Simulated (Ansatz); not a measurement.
Consider vertical energies of changing the electron count of FH₄NSi₂, SMILES F[SiH]1N[SiH2]1 (Ansatz 0.2.0, Python API).

`fh4nsi2_ip.py`:
```python
"""Vertical ionisation energy and electron affinity of FH4NSi2."""

import ansatz as az

BASIS = "def2-SVPD"
FUNCTIONAL = "r2scan"


def total_energy(molecule, charge=0, unpaired=0):
    calc = (
        molecule.calculation()
        .basis(gaussian=BASIS)
        .functional(FUNCTIONAL)
    )
    if charge:
        calc = calc.charge(charge)
    if unpaired:
        calc = calc.spin("collinear", total=unpaired)
    report = calc.run(threads=1).report
    if report["published_state_doubts"]:
        print("  doubts:", report["published_state_doubts"])
    return report["free_energy_ev"]

GEOMETRY = """
F    -1.08520    1.91580    0.10650
Si   -0.21330    0.94560   -0.72510
N     0.60840    0.10540    0.42130
Si   -0.15440   -1.21220   -0.07040
H     0.81870    1.59070   -1.59340
H     0.33560    0.43580    1.34950
H     0.75610   -2.19020   -0.65160
H    -0.97380   -1.64790    1.10740
"""


def main() -> None:
    molecule = az.Crystal.molecule()
    for line in GEOMETRY.strip().splitlines():
        symbol, *xyz = line.split()
        molecule = molecule.atom(symbol, [float(v) for v in xyz])

    # total-energy differences at one geometry
    parent = total_energy(molecule, 0, 0)
    cation = total_energy(molecule, 1, 1)
    print(f"E(N)   = {parent:.5f} eV")
    print(f"E(N-1) = {cation:.5f} eV  (1 unpaired)")
    print(f"vertical ionisation energy {cation - parent:.3f} eV")
    anion = total_energy(molecule, -1, 1)
    print(f"E(N+1) = {anion:.5f} eV  (1 unpaired)")
    print(f"vertical electron affinity {parent - anion:.3f} eV" + ("" if anion < parent else " (unbound in this basis)"))
    print(f"fundamental gap IP - EA = {cation + anion - 2 * parent:.3f} eV")


if __name__ == "__main__":
    main()
```

What does it cost to change the electron count at this fixed geometry?

At this unrelaxed geometry removing an electron costs 8.35 eV and an added one is unbound in this basis (by 0.13 eV).

The output:

```console
$ python fh4nsi2_ip.py
E(N)   = -20015.56638 eV
E(N-1) = -20007.21670 eV  (1 unpaired)
vertical ionisation energy 8.350 eV
E(N+1) = -20015.43332 eV  (1 unpaired)
vertical electron affinity -0.133 eV (unbound in this basis)
fundamental gap IP - EA = 8.483 eV
```

Caveats:
- Total energies depend on the basis set; only differences at equal settings carry meaning.
- The geometry is a force-field or estimated start, not a minimum of this method, and the basis set is short of its limit. All parts are taken at fixed geometry, without zero-point energy. At an unrelaxed start these energies can be a whole eV from those at the minimum, and a small affinity can change sign.
- A negative electron affinity means that the anion is unbound here; its size hangs on the basis and tends to about zero as the basis grows, and so does its part in any gap built on it.
- Run time: 18 s on 1 thread of Intel(R) Xeon(R) Processor @ 2.30GHz (shared host), peak memory 0.32 GiB.
